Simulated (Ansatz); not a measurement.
# CsPbBr3: the cost of one run

Method: DFT PBE, scalar-relativistic, plane waves, PAW, and further levels as typed in the inputs, in Ansatz 0.2.0.

**1. The system as given**

It takes space group Pnma (No. 62, orthorhombic). Conventional cell: a = 8.391 Å, b = 11.635 Å, c = 7.988 Å, α = 90.00°, β = 90.00°, γ = 90.00°. Around Cs (site symmetry m) lie 8 Br at 3.61 to 3.96 Å. Pb (site symmetry -1) has 6 Br at 2.98 to 2.99 Å as nearest neighbours. Br (site symmetry 1) is surrounded by 2 Pb at 2.99 Å and 3 Cs at 3.62 to 3.96 Å. Br (site symmetry m) has 2 Pb at 2.98 Å and 2 Cs at 3.61 Å as nearest neighbours.

As a file:

```cif
data_structure
_symmetry_space_group_name_H-M 'Pnma'
_symmetry_Int_Tables_number 62
_cell_length_a 8.3908
_cell_length_b 11.6347
_cell_length_c 7.9882
_cell_angle_alpha 90.000
_cell_angle_beta 90.000
_cell_angle_gamma 90.000
_cell_volume 779.85
loop_
_atom_site_label
_atom_site_type_symbol
_atom_site_symmetry_multiplicity
_atom_site_Wyckoff_symbol
_atom_site_fract_x
_atom_site_fract_y
_atom_site_fract_z
_atom_site_occupancy
Cs1 Cs 4 c 0.56709 0.25000 0.02208 1
Pb1 Pb 4 a 0.00000 0.50000 0.00000 1
Br1 Br 8 d 0.29733 0.46085 0.19820 1
Br2 Br 4 c 0.01325 0.75000 0.07754 1
```

It is the end of an earlier run, which began from a cell of the Crystallography Open Database.

**2. Single point: CsPbBr3, no spin**

It takes the final geometry of an earlier run.

input.yaml

```yaml
crystal:
  lattice:
    - [8.3908387004, 0.0, 0.0]
    - [0.0, 11.6347442205, 0.0]
    - [0.0, 0.0, 7.9882465834]
  atoms:
    - { symbol: Cs, position: [0.5670918067, 0.25, 0.0220776407] }
    - { symbol: Cs, position: [0.9329081933, 0.75, 0.5220776407] }
    - { symbol: Cs, position: [0.0670918067, 0.25, 0.4779223593] }
    - { symbol: Cs, position: [0.4329081933, 0.75, 0.9779223593] }
    - { symbol: Pb, position: [0.0, 0.5, 0.0] }
    - { symbol: Pb, position: [0.5, 0.5, 0.5] }
    - { symbol: Pb, position: [0.5, 0.0, 0.5] }
    - { symbol: Pb, position: [0.0, 0.0, 0.0] }
    - { symbol: Br, position: [0.2973267089, 0.4608505676, 0.1981969603] }
    - { symbol: Br, position: [0.2026732911, 0.5391494324, 0.6981969603] }
    - { symbol: Br, position: [0.7973267089, 0.0391494324, 0.3018030397] }
    - { symbol: Br, position: [0.7026732911, 0.9608505676, 0.8018030397] }
    - { symbol: Br, position: [0.7026732911, 0.5391494324, 0.8018030397] }
    - { symbol: Br, position: [0.7973267089, 0.4608505676, 0.3018030397] }
    - { symbol: Br, position: [0.2026732911, 0.9608505676, 0.6981969603] }
    - { symbol: Br, position: [0.2973267089, 0.0391494324, 0.1981969603] }
    - { symbol: Br, position: [0.0132503214, 0.75, 0.0775446366] }
    - { symbol: Br, position: [0.4867496786, 0.25, 0.5775446366] }
    - { symbol: Br, position: [0.5132503214, 0.75, 0.4224553634] }
    - { symbol: Br, position: [0.9867496786, 0.25, 0.9224553634] }
scf:
  occupations: { method: gaussian, width: 0.01 }
output:
  eigenvalues: true
kpoints:
  mp_grid: { grid: [2, 2, 2] }
hamiltonian:
  xc: pbe
```

Command:

```console
ansatz run input.yaml --threads 16 --pin off --max-ram 49152MiB --backend cpu --events-out ev --progress --plain --runs-dir out
```

Q: Estimate wall time and peak memory on 16 threads of AMD EPYC 7R43 (Zen 3), shared host.

About 3.2 s, with a peak of 3.3 GiB.
